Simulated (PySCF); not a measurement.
# CH7FN2SSi: runs on many settings

Which settings matter for CH7FN2SSi (`CS[Si](N)(N)F`)?

Programs: PySCF 2.14.0, with density-fitted response routines of our own. Each step states its level of theory. These are calculated values for one molecule in the gas phase, unless marked as measured. Atoms count from 0, in the outputs and in this text.

1 further run of the same task is left out (it didn't finish). Runs told in other sessions of the task aren't counted.

## 1. The molecule as given

13 atoms, charge 0, multiplicity 1; geometry from: GFN2-xTB.

Bonds of the start (Å): C0–S1 1.82, S1–Si2 2.15, Si2–N3 1.72, Si2–N4 1.71, Si2–F5 1.61, C0–H6 1.08, C0–H7 1.08, C0–H8 1.08, N3–H9 1.01, N3–H10 1.01, N4–H11 1.01, N4–H12 1.01.

## 2. Shielding tensors: PBE0/pcSseg-1

What the job is given:

```
{"job": {"kind": "nmr", "xc": "PBE0", "basis": "pcSseg-1"}, "charge": 0, "multiplicity": 1}
C      2.126233    -0.881822    -0.074211
S      0.438530    -1.564244    -0.039585
Si    -0.670687     0.216069     0.415423
N     -2.310277    -0.077756     0.830974
N     -0.361619     1.331613    -0.846726
F     -0.058933     0.912253     1.733585
H      2.190301    -0.108261    -0.832196
H      2.368397    -0.477516     0.902953
H      2.791327    -1.704447    -0.314664
H     -2.878787    -0.625780     0.207561
H     -2.507925    -0.332077     1.785440
H     -0.448645     1.032559    -1.803103
H     -0.682304     2.279895    -0.740363
```

Method: GIAO PBE0/pcSseg-1 NMR shielding, non-relativistic, gas phase.

Started as:

```bash
> OMP_NUM_THREADS=1 python probes_run.py task.json out
```

This one command runs all jobs of the session in turn.

Standard output:

```text
coarse grid: 11888 points
cycle   1  E = -938.7916905957  dE =  5.282e-01  |g| = 7.276e-01  |ddm| = 3.250e+00
cycle   2  E = -938.7327692108  dE =  5.892e-02  |g| = 9.651e-01  |ddm| = 1.146e+00
cycle   3  E = -938.8907210508  dE = -1.580e-01  |g| = 7.072e-02  |ddm| = 6.561e-01
cycle   4  E = -938.8916363026  dE = -9.153e-04  |g| = 2.936e-02  |ddm| = 8.972e-02
cycle   5  E = -938.8917792944  dE = -1.430e-04  |g| = 7.296e-03  |ddm| = 2.514e-02
cycle   6  E = -938.8917896976  dE = -1.040e-05  |g| = 2.360e-03  |ddm| = 8.061e-03
cycle   7  E = -938.8917907232  dE = -1.026e-06  |g| = 4.055e-04  |ddm| = 2.369e-03
final grid: 106072 points
cycle   8  E = -938.9274482425  dE = -2.405e-05  |g| = 9.324e-03  |ddm| = 2.006e-02
cycle   9  E = -938.9274336456  dE =  1.460e-05  |g| = 1.237e-02  |ddm| = 1.538e-02
cycle  10  E = -938.9274671967  dE = -3.355e-05  |g| = 4.739e-04  |ddm| = 9.071e-03
cycle  11  E = -938.9274672369  dE = -4.018e-08  |g| = 1.786e-04  |ddm| = 5.215e-04
cycle  12  E = -938.9274672417  dE = -4.844e-09  |g| = 6.870e-05  |ddm| = 1.513e-04
cycle  13  E = -938.9274672427  dE = -9.206e-10  |g| = 1.097e-05  |ddm| = 6.558e-05
converged SCF energy = -938.9274672427

GIAO shielding tensors (ppm)
atom      isotropic    diamagn.    paramagn.     s11        s22        s33       span
  0 C      172.086     251.423     -79.337    158.315    167.180    190.762     32.447
  1 S      659.094    1060.360    -401.266    578.000    607.053    792.229    214.229
  2 Si     362.079     879.325    -517.247    343.354    350.862    392.020     48.667
  3 N      234.238     318.491     -84.253    209.134    229.394    264.185     55.051
  4 N      233.401     319.462     -86.062    198.632    234.006    267.564     68.932
  5 F      335.963     471.859    -135.896    298.071    325.832    383.987     85.916
  6 H       29.331      31.178      -1.846     23.203     28.639     36.152     12.950
  7 H       29.248      30.537      -1.288     23.299     27.865     36.581     13.281
  8 H       29.854      29.382       0.472     24.060     26.869     38.633     14.574
  9 H       31.074      30.877       0.196     24.365     27.073     41.783     17.418
 10 H       30.507      29.869       0.639     23.563     26.346     41.612     18.048
 11 H       30.939      32.331      -1.392     24.382     27.499     40.935     16.553
 12 H       30.744      30.460       0.285     23.638     25.811     42.784     19.146
```

It took 15 s on 1 thread of Intel Xeon Platinum 8488C, shared host; peak memory 0.72 GiB.

Shifts follow as δ = σ(reference) − σ, with reference shieldings (ppm) from runs at the same level and on the same kind of geometry: 1H TMS 31.72, 13C TMS 186.9, 29Si TMS 349.2, 19F CFCl3 170.9, 15N NH3 267.7, 33S CS2 504. The references are single molecules in the gas phase, so shifts against H2O, NH3, PH3, H3PO4 or CFCl3 are not on the usual liquid scales and can be off by tens of ppm. Atoms listed in one row are averaged.

| atoms | environment | σ (ppm) | δ (ppm) | δ scaled to CDCl3 |
| --- | --- | --- | --- | --- |
| C0 | methyl carbon bonded to S | 172.1 | 14.8 | 8.2 |
| H6, H7, H8 | hydrogen on a methyl carbon bonded to S | 29.48 | 2.24 | 2.22 |
| H9, H10, H11, H12 | hydrogen on a nitrogen bonded to Si | 30.82 | 0.90 | – |
| S1 | sulfur bonded to C, Si | 659 | -155 | – |
| Si2 | silicon bonded to F, 2 N, S | 362.1 | -12.9 | – |
| N3, N4 | nitrogen bonded to Si, 2 H | 233.8 | 33.9 | – |
| F5 | fluorine bonded to Si | 336.0 | -165.0 | – |

The scaled column applies a straight-line fit of computed shieldings to shifts measured in CDCl3, with any fitted terms for Cl, Br or S neighbours; 19F shifts take a fit of their own (root-mean-square error 0.16 ppm for H, 1.9 ppm for C).

Charges from the same density, by scheme (e):

| atoms | Mulliken | IAO | Hirshfeld | ESP fit |
| --- | --- | --- | --- | --- |
| C0 | -0.39 | -0.49 | -0.12 | -0.19 |
| S1 | -0.36 | -0.23 | -0.13 | -0.38 |
| Si2 | 1.15 | 1.40 | 0.46 | 0.96 |
| N3, N4 | -0.62 | -0.86 | -0.32 | -0.99 |
| F5 | -0.43 | -0.54 | -0.21 | -0.28 |

Mayer bond orders: C0–S1 0.98, S1–Si2 0.97, Si2–N3 1.07, Si2–N4 1.05, Si2–F5 0.92.

## 3. Ultraviolet spectrum: PBE0/def2-SVPD

Same as in step 2 but for these lines:

```diff
@@ -1,2 +1,2 @@
-{"job": {"kind": "nmr", "xc": "PBE0", "basis": "pcSseg-1"}, "charge": 0, "multiplicity": 1}
+{"job": {"kind": "uv", "xc": "PBE0", "basis": "def2-SVPD", "nstates": 6, "ntriplets": 2}, "charge": 0, "multiplicity": 1}
 C      2.126233    -0.881822    -0.074211
```

With the program's defaults for keys left out, this is: TDDFT PBE0/def2-SVPD, vertical, gas phase, core orbitals frozen in the response.

Standard output:

```text
coarse grid: 11888 points
cycle   1  E = -938.4177567106  dE =  4.797e-01  |g| = 6.781e-01  |ddm| = 4.597e+00
cycle   2  E = -938.3532780068  dE =  6.448e-02  |g| = 9.168e-01  |ddm| = 2.251e+00
cycle   3  E = -938.5100165002  dE = -1.567e-01  |g| = 7.243e-02  |ddm| = 1.142e+00
cycle   4  E = -938.5110573323  dE = -1.041e-03  |g| = 2.686e-02  |ddm| = 1.321e-01
cycle   5  E = -938.5112044261  dE = -1.471e-04  |g| = 7.545e-03  |ddm| = 4.732e-02
cycle   6  E = -938.5112162065  dE = -1.178e-05  |g| = 1.974e-03  |ddm| = 1.195e-02
cycle   7  E = -938.5112171611  dE = -9.547e-07  |g| = 4.455e-04  |ddm| = 4.702e-03
final grid: 106072 points
cycle   8  E = -938.6045513140  dE = -2.204e-05  |g| = 9.079e-03  |ddm| = 7.088e-02
cycle   9  E = -938.6045350861  dE =  1.623e-05  |g| = 1.231e-02  |ddm| = 2.765e-02
cycle  10  E = -938.6045705915  dE = -3.551e-05  |g| = 5.069e-04  |ddm| = 1.786e-02
cycle  11  E = -938.6045706513  dE = -5.977e-08  |g| = 1.632e-04  |ddm| = 1.241e-03
cycle  12  E = -938.6045706555  dE = -4.223e-09  |g| = 7.435e-05  |ddm| = 2.529e-04
cycle  13  E = -938.6045706568  dE = -1.273e-09  |g| = 9.398e-06  |ddm| = 1.375e-04
cycle  14  E = -938.6045706568  dE = -1.933e-11  |g| = 4.201e-06  |ddm| = 1.813e-05
converged SCF energy = -938.6045706568

Static polarisability (au): isotropic 74.541, principal 63.608 72.204 87.813

Singlet excitations
state   eV       nm        f      main configurations
  1   5.8022    213.7   0.00190   H->L+1 0.63, H->L 0.32
  2   6.0590    204.6   0.03377   H->L 0.65, H->L+1 0.32
  3   6.6929    185.2   0.05215   H-1->L 0.93
  4   6.9985    177.2   0.05568   H-2->L 0.61, H->L+2 0.15, H-1->L+1 0.13
  5   7.0721    175.3   0.05331   H->L+2 0.64, H-1->L+1 0.11, H-2->L 0.09
  6   7.1799    172.7   0.00081   H->L+3 0.57, H-1->L+1 0.12, H-2->L+1 0.09

Triplet excitations (Tamm-Dancoff, eV): 5.3355 5.8396
```

Wall time 21 s (1 thread of Intel Xeon Platinum 8488C, shared host); peak memory 0.79 GiB.

The orbitals next to the gap, with their largest atomic shares:

| orbital | eV | atoms |
| --- | --- | --- |
| HOMO−3 | -8.86 | S1 43 %, N3 15 %, C0 11 % |
| HOMO−2 | -8.06 | N4 40 %, S1 20 %, N3 14 % |
| HOMO−1 | -7.79 | N3 43 %, N4 27 %, Si2 7 % |
| HOMO | -6.93 | S1 72 %, C0 11 %, Si2 7 % |
| LUMO | 0.18 | S1 24 %, Si2 24 %, H9 10 % |
| LUMO+1 | 0.38 | S1 42 %, C0 15 %, Si2 11 % |
| LUMO+2 | 1.19 | S1 38 %, H11 11 %, H12 8 % |

With each of the 6 states as a Gaussian band of 0.4 eV half-width at 1/e, the curve within the window shown has maxima at 179 nm (ε 5,600) L/(mol cm). Beyond the last state computed it falls off for lack of states. The curve at chosen wavelengths:

| nm | ε (L/mol/cm) |
| --- | --- |
| 166 | 1356 |
| 169 | 2575 |
| 172 | 3961 |
| 175 | 5082 |
| 178 | 5598 |
| 180 | 5561 |
| 183 | 5045 |
| 186 | 4216 |
| 189 | 3344 |
| 192 | 2621 |
| 195 | 2134 |
| 198 | 1865 |
| 201 | 1732 |
| 203 | 1669 |
| 206 | 1553 |
| 209 | 1382 |
| 212 | 1157 |
| 215 | 908 |
| 218 | 670 |
| 221 | 465 |
| 224 | 306 |
| 226 | 226 |
| 229 | 137 |
| 232 | 80 |
| 235 | 45 |
| 238 | 25 |

Further results of this job:

| property | computed |
| --- | --- |
| dipole moment (D) | 1.78 |
| polarisability (Å³) | 11.05 |
| HOMO–LUMO gap (eV) | 7.11 |
| −ε(HOMO) (eV) | 6.93 |

## 4. NMR shieldings: PBE0/6-311G**

Same as in step 3 but for these lines:

```diff
@@ -1,2 +1,2 @@
-{"job": {"kind": "uv", "xc": "PBE0", "basis": "def2-SVPD", "nstates": 6, "ntriplets": 2}, "charge": 0, "multiplicity": 1}
+{"job": {"kind": "nmr", "xc": "PBE0", "basis": "6-311G**", "pop": false}, "charge": 0, "multiplicity": 1}
 C      2.126233    -0.881822    -0.074211
```

With the program's defaults for keys left out, this is: GIAO PBE0/6-311G** NMR shielding, non-relativistic, gas phase.

Standard output:

```text
coarse grid: 11888 points
cycle   1  E = -938.9590951875  dE =  5.313e-01  |g| = 7.686e-01  |ddm| = 2.818e+00
cycle   2  E = -938.8895175619  dE =  6.958e-02  |g| = 1.024e+00  |ddm| = 1.145e+00
cycle   3  E = -939.0650138789  dE = -1.755e-01  |g| = 8.059e-02  |ddm| = 6.671e-01
cycle   4  E = -939.0660459669  dE = -1.032e-03  |g| = 4.069e-02  |ddm| = 9.864e-02
cycle   5  E = -939.0663269266  dE = -2.810e-04  |g| = 7.417e-03  |ddm| = 3.073e-02
cycle   6  E = -939.0663372471  dE = -1.032e-05  |g| = 3.043e-03  |ddm| = 8.531e-03
cycle   7  E = -939.0663389744  dE = -1.727e-06  |g| = 4.347e-04  |ddm| = 2.733e-03
final grid: 106072 points
cycle   8  E = -939.0671677581  dE = -2.996e-05  |g| = 9.904e-03  |ddm| = 2.024e-02
cycle   9  E = -939.0671524232  dE =  1.533e-05  |g| = 1.276e-02  |ddm| = 1.473e-02
cycle  10  E = -939.0671872160  dE = -3.479e-05  |g| = 5.690e-04  |ddm| = 8.983e-03
cycle  11  E = -939.0671872809  dE = -6.485e-08  |g| = 1.774e-04  |ddm| = 6.042e-04
cycle  12  E = -939.0671872860  dE = -5.075e-09  |g| = 7.483e-05  |ddm| = 1.496e-04
cycle  13  E = -939.0671872871  dE = -1.153e-09  |g| = 1.458e-05  |ddm| = 7.187e-05
cycle  14  E = -939.0671872872  dE = -3.911e-11  |g| = 4.728e-06  |ddm| = 1.423e-05
converged SCF energy = -939.0671872872

GIAO shielding tensors (ppm)
atom      isotropic    diamagn.    paramagn.     s11        s22        s33       span
  0 C      175.300     251.595     -76.296    161.278    169.967    194.654     33.376
  1 S      652.850    1058.647    -405.797    567.580    602.418    788.552    220.972
  2 Si     359.754     878.317    -518.564    340.812    349.585    388.864     48.052
  3 N      237.522     320.476     -82.954    213.399    228.547    270.621     57.221
  4 N      237.173     319.543     -82.370    203.844    234.869    272.806     68.962
  5 F      337.978     471.371    -133.393    297.885    325.848    390.202     92.317
  6 H       29.808      31.294      -1.486     23.913     29.198     36.314     12.401
  7 H       29.695      30.835      -1.140     23.926     28.356     36.803     12.877
  8 H       30.273      30.249       0.024     24.707     27.335     38.777     14.070
  9 H       31.537      30.873       0.663     25.070     27.683     41.858     16.788
 10 H       31.032      30.080       0.952     24.373     26.854     41.869     17.496
 11 H       31.485      32.144      -0.659     25.239     28.041     41.175     15.936
 12 H       31.240      30.796       0.444     24.389     26.437     42.893     18.504
```

Wall time 15 s (1 thread of Intel Xeon Platinum 8488C, shared host); peak memory 0.72 GiB.

This run: σ C0 175.3, S1 653, Si2 359.8, N3 237.3, H6 29.93, H9 31.32 ppm (means over like atoms).

## 5. NMR shieldings: mPW1PW91/pcSseg-1

Same as in step 4 but for these lines:

```diff
@@ -1,2 +1,2 @@
-{"job": {"kind": "nmr", "xc": "PBE0", "basis": "6-311G**", "pop": false}, "charge": 0, "multiplicity": 1}
+{"job": {"kind": "nmr", "xc": "mPW1PW91", "basis": "pcSseg-1", "pop": false, "gauge": [10, 10, 10], "scf": {"guess": "random", "max_cycle": 80}}, "charge": 0, "multiplicity": 1}
 C      2.126233    -0.881822    -0.074211
```

Level: common gauge origin mPW1PW91/pcSseg-1 NMR shielding, non-relativistic, gas phase.

Standard output:

```text
start from random orthonormal orbitals
final grid: 106072 points
cycle   1  E = -806.9277845803  dE = -5.361e+02  |g| = 3.220e+01  |ddm| = 8.353e+01
cycle   2  E = -607.3695377603  dE =  1.996e+02  |g| = 1.626e+01  |ddm| = 4.297e+01
cycle   3  E = -813.6443357736  dE = -2.063e+02  |g| = 2.404e+01  |ddm| = 4.359e+01
cycle   4  E = -841.9406503340  dE = -2.830e+01  |g| = 2.047e+01  |ddm| = 9.439e+00
cycle   5  E = -858.9720899251  dE = -1.703e+01  |g| = 1.800e+01  |ddm| = 7.408e+00
cycle   6  E = -878.1344039096  dE = -1.916e+01  |g| = 1.681e+01  |ddm| = 9.941e+00
cycle   7  E = -875.4465621958  dE =  2.688e+00  |g| = 1.608e+01  |ddm| = 1.020e+01
cycle   8  E = -891.2300908867  dE = -1.578e+01  |g| = 1.515e+01  |ddm| = 5.761e+00
cycle   9  E = -888.3402811300  dE =  2.890e+00  |g| = 1.532e+01  |ddm| = 2.427e+00
cycle  10  E = -872.1521081894  dE =  1.619e+01  |g| = 1.568e+01  |ddm| = 3.859e+00
cycle  11  E = -787.3229167496  dE =  8.483e+01  |g| = 1.589e+01  |ddm| = 3.757e+01
cycle  12  E = -914.6529050524  dE = -1.273e+02  |g| = 8.251e+00  |ddm| = 3.897e+01
cycle  13  E = -912.0135777689  dE =  2.639e+00  |g| = 8.755e+00  |ddm| = 2.020e+01
cycle  14  E = -935.8389555791  dE = -2.383e+01  |g| = 3.493e+00  |ddm| = 1.156e+01
cycle  15  E = -938.4754852909  dE = -2.637e+00  |g| = 1.921e+00  |ddm| = 6.966e+00
cycle  16  E = -939.3129643317  dE = -8.375e-01  |g| = 7.203e-01  |ddm| = 2.884e+00
cycle  17  E = -939.4010658681  dE = -8.810e-02  |g| = 3.569e-01  |ddm| = 8.472e-01
cycle  18  E = -939.4257728272  dE = -2.471e-02  |g| = 9.508e-02  |ddm| = 2.413e-01
cycle  19  E = -939.4273732580  dE = -1.600e-03  |g| = 4.877e-02  |ddm| = 1.055e-01
cycle  20  E = -939.4279373615  dE = -5.641e-04  |g| = 1.251e-02  |ddm| = 4.893e-02
cycle  21  E = -939.4279724447  dE = -3.508e-05  |g| = 4.639e-03  |ddm| = 1.609e-02
cycle  22  E = -939.4279768186  dE = -4.374e-06  |g| = 1.292e-03  |ddm| = 4.323e-03
cycle  23  E = -939.4279771455  dE = -3.269e-07  |g| = 1.940e-04  |ddm| = 1.171e-03
cycle  24  E = -939.4279771505  dE = -5.061e-09  |g| = 1.077e-04  |ddm| = 2.056e-04
cycle  25  E = -939.4279771534  dE = -2.855e-09  |g| = 9.010e-06  |ddm| = 9.207e-05
cycle  26  E = -939.4279771534  dE = -1.728e-11  |g| = 5.953e-06  |ddm| = 1.748e-05
converged SCF energy = -939.4279771534

GIAO shielding tensors (ppm)
atom      isotropic    diamagn.    paramagn.     s11        s22        s33       span
  0 C      526.857     904.981    -378.124     30.872    680.143    869.557    838.685
  1 S      862.365     616.923     245.441    366.149    633.373   1587.572   1221.424
  2 Si     437.087     921.025    -483.938    315.324    427.863    568.073    252.749
  3 N     -201.181    -197.651      -3.530   -829.258   -279.766    505.480   1334.738
  4 N      234.621     522.683    -288.062   -364.958    272.711    796.111   1161.069
  5 F     1058.137    1845.222    -787.084    350.622   1232.710   1591.081   1240.459
  6 H      234.031     472.190    -238.160   -172.795    310.204    564.683    737.478
  7 H      489.837    1468.288    -978.451     24.888    700.470    744.153    719.265
  8 H      101.602     -49.303     150.904   -285.169    118.522    471.452    756.620
  9 H     -444.215   -1786.309    1342.094   -769.708   -683.087    120.149    889.858
 10 H      -30.446      38.006     -68.452   -440.083    -74.586    423.331    863.413
 11 H     -184.083   -1070.939     886.856   -556.409   -305.086    309.245    865.654
 12 H      190.744     621.888    -431.144   -244.918    255.394    561.757    806.674
```

Wall time 15 s (1 thread of Intel Xeon Platinum 8488C, shared host); peak memory 0.7 GiB.

It converged, yet the result is unsound: a common gauge origin replaces GIAOs, so the shieldings depend on where the origin lies. Its shieldings differ from those of step 2 (PBE0/pcSseg-1) by up to 722 ppm (F5).

## 6. Run by run: NMR shifts

Shifts (ppm), means over like atoms, with basis size and wall time:

| run | C0 | H6 | H9 | Si2 | N3 | F5 | functions | time |
| --- | --- | --- | --- | --- | --- | --- | --- | --- |
| PBE0/pcSseg-1 | 14.8 | 2.24 | 0.90 | -12.9 | 33.9 | -165.0 | 151 | 15 s |
| PBE0/6-311G** | 15.1 | 2.16 | 0.76 | -6.4 | 37.2 | -171.4 | 166 | 15 s |

## 7. Outcome

```
                                                               quantity                                            value
                                 13C shifts against TMS (PBE0/pcSseg-1)                                         14.8 ppm
 1H shifts against TMS (PBE0/pcSseg-1, means over atoms taken as alike)                                   2.24, 0.90 ppm
                                 33S shifts against CS2 (PBE0/pcSseg-1)                                         -155 ppm
                                29Si shifts against TMS (PBE0/pcSseg-1)                                        -12.9 ppm
15N shifts against NH3 (PBE0/pcSseg-1, means over atoms taken as alike)                                         33.9 ppm
                               19F shifts against CFCl3 (PBE0/pcSseg-1)                                       -165.0 ppm
                                        lowest singlet (PBE0/def2-SVPD)                      5.80 eV (214 nm), f = 0.002
                               brightest single state of those computed                      state 4, 7.00 eV, f = 0.056
                                                         lowest triplet                                          5.34 eV
                                              range of the shift of Si2                                -12.9 to -6.4 ppm
                                          property runs in this session  4, of which 0 failed and 1 gave unsound results
```

What this shows: Single values in the summary come from the first sound run of each kind (PBE0/pcSseg-1; PBE0/def2-SVPD), which need not be the best level. At PBE0/pcSseg-1: Shielding is most anisotropic at S1 (span 214 ppm, paramagnetic term -401 ppm). The lowest singlet, at 5.80 eV, is HOMO→LUMO+1 0.63, HOMO→LUMO 0.32 and is weak; of the 6 states computed, the strongest absorption comes from state 4 at 7.00 eV. The lowest triplet lies 0.47 eV below the lowest singlet (triplets in Tamm-Dancoff, singlets in full TDDFT). At PBE0/def2-SVPD, states above −ε(HOMO) (6.93 eV) lie where TDDFT describes them poorly and they hang on the basis; the brightest is among them. Among the atoms with a shift in every run: Across the 2 runs the shift of Si2 moves most, between -12.9 (PBE0/pcSseg-1) and -6.4 ppm (PBE0/6-311G**). Part of that comes from the computed reference.
